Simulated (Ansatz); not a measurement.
## FGaHS, SMILES [F][Ga][SH]: a relaxed scan of one distance, step by step

Program: the Python package of Ansatz (0.2.0).

The script reads `fgahs.xyz`:
```text
4

F     0.22920   -0.19350    1.78790
Ga   -1.03860    0.35800    0.79770
S    -0.23380    0.21770   -1.39480
H     1.09880   -0.44250   -1.21110
```

Interactive session:
```pycon
>>> import ansatz as az
>>> import numpy as np
>>> system = az.Crystal.molecule_from_extxyz("fgahs.xyz")
>>> calculation = (
...     system.calculation()
...     .basis(gaussian="def2-SVP")  # atom-centred Gaussian functions
...     .functional("PBE0")
...     .spin("collinear", total=1)
... )
>>> symbols = [site.symbol for site in system.cartesian_sites]
>>> pairs = [(0, 1), (1, 2), (2, 3)]
>>> print("held (A)   E (eV)        ", "  ".join(f"{symbols[i]}{i}-{symbols[j]}{j}" for i, j in pairs))
held (A)   E (eV)         F0-Ga1  Ga1-S2  S2-H3
>>> for length in [1.38, 1.5, 1.62, 1.8, 2.02]:
...     rep = calculation.relax(constraints=[az.DistanceConstraint((2, 3), at=length)], force_tolerance=0.02, max_steps=60).run().report
...     xyz = np.array(rep["positions_ang"])
...     print(f"{length:6.2f} {rep['free_energy_ev']:14.5f}  ", "  ".join(f"{np.linalg.norm(xyz[i] - xyz[j]):.3f}" for i, j in pairs))
...
DeckWarning: relax.constraints: the input's atoms, or those drawn, lie off the distances that are held; a relaxation that starts there is brought onto them ahead of its first SCF, by positions alone, an atom by 5.92e-2 Å at the most. With the symmetry detection on, the symmetry is detected on the input's atoms as so brought (as typed, where only the drawn atoms reach the distances), and notices that speak of the structure as typed mean those atoms
  1.38   -65922.24493   1.766  2.243  1.380
  1.50   -65922.03603   1.766  2.242  1.500
  1.62   -65921.65197   1.766  2.241  1.620
  1.80   -65920.94521   1.765  2.237  1.800
  2.02   -65920.07148   1.764  2.226  2.020
```

Caveats:
- Total energies depend on the basis set; only differences at equal settings carry meaning.
- Warnings are shown shortened and without file and line.
- The energies are electronic: no zero-point or thermal terms, and the basis set is short of its limit.
- The run takes the species as open-shell (spin multiplicity 2), which needn't be its ground state.
- Timing: 2.2 min on 1 thread of Arm Neoverse V1, on a shared host, peak memory 0.26 GiB.
